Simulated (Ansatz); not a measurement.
# InH4− (quintet): wave-function methods side by side, def2-SVPD

Aim: climb from Hartree-Fock through coupled cluster for InH4− (quintet) at one geometry and basis, and see what each rung misses.

Method: def2-SVPD, core rule «outside noble gas», up to 9 orbitals frozen; program: Ansatz 0.2.0, Gaussian basis.

To be run: UHF; CCSD(T) on ROHF; CCSD(T) on UHF; BCCD(T) on ROHF; CISD as a restricted active space (open shells left free, so some higher excitations enter); CCSDT(Q) on ROHF; CCSDT(Q) on UHF.

23 further runs of the same task are left out: 2 for a known fault of the program, 1 that didn't finish, 20 set aside as unsound or not needed. Runs told in other sessions of the task aren't counted.

## Step 1: What is computed

The geometry is a PBE0/def2-TZVPD stationary point (not a proven minimum) of the parent state, kept for this charge and spin. No spin-orbit coupling is included. Elements past krypton take def2 core potentials.

5 atoms, charge -1, spin multiplicity 5.

Atoms are counted from 1 here; the program's logs count them from 0.

Bond lengths: In1–H2 1.786 Å, In1–H3 1.786 Å, In1–H4 1.786 Å, In1–H5 1.786 Å. Angles: H2–In1–H3 90.0°, H2–In1–H4 180.0°, H2–In1–H5 90.0°, H3–In1–H4 90.0°, H3–In1–H5 180.0°, H4–In1–H5 90.0°.

## Step 2: UHF

in.yaml

```yaml
crystal:
  periodic: [false, false, false]
  atoms:
    - {symbol: In, position_ang: [0.000000, 0.000000, 0.000000]}
    - {symbol: H, position_ang: [1.263100, 0.000000, 1.263100]}
    - {symbol: H, position_ang: [-1.263100, 0.000000, 1.263100]}
    - {symbol: H, position_ang: [-1.263100, 0.000000, -1.263100]}
    - {symbol: H, position_ang: [1.263100, 0.000000, -1.263100]}
basis:
  gaussian: {orbitals: def2-SVPD}
total_charge: -1
magnetization: {spin_polarized: true, initial_magnetization: 4}
hamiltonian: {xc: hf}
output: {orbitals: {seedname: orbitals}}
```

The run is started by

```console
ansatz run in.yaml --threads 1 --pin off --events-out ev --progress --plain --max-ram 2393MiB
```

After this run come: CCSD(T) on ROHF; CCSD(T) on UHF; BCCD(T) on ROHF; CISD as a restricted active space (open shells left free, so some higher excitations enter); CCSDT(Q) on ROHF; CCSDT(Q) on UHF.

Before running them: what should the planned runs give, taken together? Wanted: UCCSDT(Q) from the RHF energy; RMP2 from UCCSDT(Q); UMP2 from UCCSDT(Q); RCCSD from UCCSDT(Q); RCCSD(T) from UCCSDT(Q); UCCSD(T) from UCCSDT(Q); RCCSDT(Q) from UCCSDT(Q); T1 diagnostic.

The runs gave:

| quantity | value |
| --- | --- |
| UCCSDT(Q) from the ROHF energy | -3.2231 eV |
| RMP2 from UCCSDT(Q) | +979.6 meV |
| UMP2 from UCCSDT(Q) | +944.1 meV |
| RCCSD from UCCSDT(Q) | +192.5 meV |
| RCCSD(T) from UCCSDT(Q) | +68.8 meV |
| UCCSD(T) from UCCSDT(Q) | +49.9 meV |
| RCCSDT(Q) from UCCSDT(Q) | +18.7 meV |
| levels within 1 kcal/mol (43 meV) | RCCSDT, UCCSDT, RCCSDT(Q) |
| T1 diagnostic | 0.106 |

What this shows: RCCSD(T) lands +68.8 meV from the yardstick (2.1 % of the correlation energy). These misses are within one basis, not against nature; the frozen cores of restricted and unrestricted runs differ, which can shift their rows. The highest orbital lies above zero: the basis alone holds the extra electron.
